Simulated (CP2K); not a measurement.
**CHClFNSi (SMILES N#C[SiH](F)Cl): GFN2-xTB**

Aim: the vertical electron affinity of CHClFNSi at GFN2-xTB, from 2 runs. 

The calculation is run with CP2K 2026.2.

3 further runs of the same task are left out: 3 set aside as unsound or not needed.

## 1. Starting point

The species is CHClFNSi (6 atoms), meant as a singlet with charge 0. As SMILES, `N#C[SiH](F)Cl`. Geometry: relaxed at PBE0-D4/def2-TZVP.

Bond lengths: N1–C2 1.151 Å, C2–Si3 1.839 Å, Si3–F4 1.579 Å, Si3–Cl5 2.016 Å, Si3–H6 1.467 Å. Angles: N1–C2–Si3 178.0°, C2–Si3–F4 107.1°, C2–Si3–Cl5 108.2°, F4–Si3–Cl5 110.0°, C2–Si3–H6 110.3°, F4–Si3–H6 110.0°, Cl5–Si3–H6 111.2°.

## 2. The energy at GFN2-xTB

File run.inp:

```
&GLOBAL
  PROJECT_NAME run
  RUN_TYPE ENERGY
  PRINT_LEVEL MEDIUM
&END GLOBAL

&FORCE_EVAL
  METHOD QS
  &DFT
    &QS
      METHOD XTB
      EPS_DEFAULT 1.0E-10
      &XTB
        GFN_TYPE TBLITE
        &TBLITE
          METHOD GFN2
        &END TBLITE
        CHECK_ATOMIC_CHARGES F
      &END XTB
    &END QS
    &POISSON
      PERIODIC NONE
      POISSON_SOLVER ANALYTIC
    &END POISSON
    &SCF
      SCF_GUESS ATOMIC
      EPS_SCF 1.0E-07
      MAX_SCF 150
      ADDED_MOS 8
      &DIAGONALIZATION
        ALGORITHM STANDARD
      &END DIAGONALIZATION
      &MIXING
        METHOD DIRECT_P_MIXING
        ALPHA 0.4
      &END MIXING
      &SMEAR ON
        METHOD FERMI_DIRAC
        ELECTRONIC_TEMPERATURE [K] 300
      &END SMEAR
    &END SCF
    &PRINT
      &MOMENTS
        PERIODIC F
        REFERENCE COM
        MAX_MOMENT 1
      &END MOMENTS
      &MO ON
        ENERGIES T
        OCCUPATION_NUMBERS T
        NDIGITS 6
        &EACH
          QS_SCF 0
        &END EACH
        ADD_LAST NUMERIC
      &END MO
      &HIRSHFELD OFF
      &END HIRSHFELD
    &END PRINT
  &END DFT
  &SUBSYS
    &CELL
      ABC 15.5 14.9 15.2
      PERIODIC NONE
    &END CELL
    &COORD
      N     -1.977800     0.308700     1.400100
      C     -1.043300     0.191200     0.738300
      Si     0.411900    -0.001400    -0.370200
      F      1.492700     1.050000     0.097500
      Cl     1.130200    -1.872300    -0.149400
      H      0.028400     0.259800    -1.762400
    &END COORD
    &TOPOLOGY
      &CENTER_COORDINATES
      &END CENTER_COORDINATES
    &END TOPOLOGY
  &END SUBSYS
&END FORCE_EVAL
```

Run with:

```console
$ OMP_NUM_THREADS=1 cp2k.psmp -i run.inp > run.out 2>&1
```

Output:

```text
CP2K| version string:                                       CP2K version 2026.2
[...]
 GLOBAL| Method name                                                        CP2K
[...]
 GLOBAL| Run type                                                         ENERGY
[...]
                             - Atoms:                                          6
[...]
                             - Spherical basis functions:                     31
[...]
 Number of electrons:                                                         28
[...]
  *** SCF run converged in    26 steps ***
[...]
  Fermi energy:                                                -0.31587655151067
[...]
 TB_DIPOLE| Moment [Debye]         -0.05668538       0.36098172      -1.79530113
 TB_DIPOLE| Derivative [a.u.]       0.00000000       0.00000000       0.00000000
[...]
 ENERGY| Total FORCE_EVAL ( QS ) energy [hartree]            -16.634061251580267
[...]
```

It took 0.3 s on 1 thread of Arm Neoverse V1, shared host.

## 3. The doublet anion

run.inp, as its differences from that of step 2:

```diff
@@ -1,3 +1,3 @@
 &GLOBAL
-  PROJECT_NAME run
+  PROJECT run
   RUN_TYPE ENERGY
@@ -9,2 +9,5 @@
   &DFT
+    CHARGE -1
+    MULTIPLICITY 2
+    LSD T
     &QS
@@ -28,3 +31,3 @@
       MAX_SCF 150
-      ADDED_MOS 8
+      ADDED_MOS 4
       &DIAGONALIZATION
@@ -36,7 +39,4 @@
       &END MIXING
-      &SMEAR ON
-        METHOD FERMI_DIRAC
-        ELECTRONIC_TEMPERATURE [K] 300
-      &END SMEAR
     &END SCF
+    ! extra output
     &PRINT
@@ -62,3 +62,3 @@
     &CELL
-      ABC 15.5 14.9 15.2
+      ABC [angstrom] 15.5 14.9 15.2
       PERIODIC NONE
```

Run with:

```console
$ OMP_NUM_THREADS=1 cp2k.psmp run.inp > run.out
```

Output:

```text
CP2K| version string:                                       CP2K version 2026.2
[...]
 GLOBAL| Method name                                                        CP2K
[...]
 GLOBAL| Run type                                                         ENERGY
[...]
                             - Atoms:                                          6
[...]
                             - Spherical basis functions:                     31
[...]
 Number of electrons:                                                         15
[...]
  *** SCF run converged in    30 steps ***
[...]
  Fermi energy:                                                -0.02634247689683
[...]
 TB_DIPOLE| Moment [Debye]          2.23788873      -0.19037773      -2.01042406
 TB_DIPOLE| Derivative [a.u.]       0.00000000       0.00000000       0.00000000
[...]
 ENERGY| Total FORCE_EVAL ( QS ) energy [hartree]            -16.789443403792557
[...]
```

It took 0.36 s on 1 thread of Arm Neoverse V1, shared host.

## 4. Outcome

Level: GFN2-xTB.

```
                                                   quantity         value
                             singlet CHClFNSi: total energy  -16.63406 Eh
singlet CHClFNSi: dipole moment (from atomic charges alone)        1.83 D
                              singlet CHClFNSi: HOMO energy     -11.92 eV
                              singlet CHClFNSi: LUMO energy      -7.70 eV
                            singlet CHClFNSi: HOMO–LUMO gap       4.22 eV
                                doublet anion: total energy  -16.78944 Eh
          doublet anion: HOMO energy (highest over α and β)      -0.82 eV
           doublet anion: LUMO energy (lowest over α and β)      -0.62 eV
          vertical electron affinity (to the doublet anion)      4.228 eV
```

At fixed nuclei the extra electron is bound by 4.23 eV (408 kJ/mol). A minimal valence basis can't be trusted even for the sign of an electron affinity. xTB total energies overstate such differences by several eV unless an empirical shift is taken off; none is applied here. The dipole (singlet CHClFNSi) comes from point charges on the atoms alone, without atomic dipoles, so it is partial.
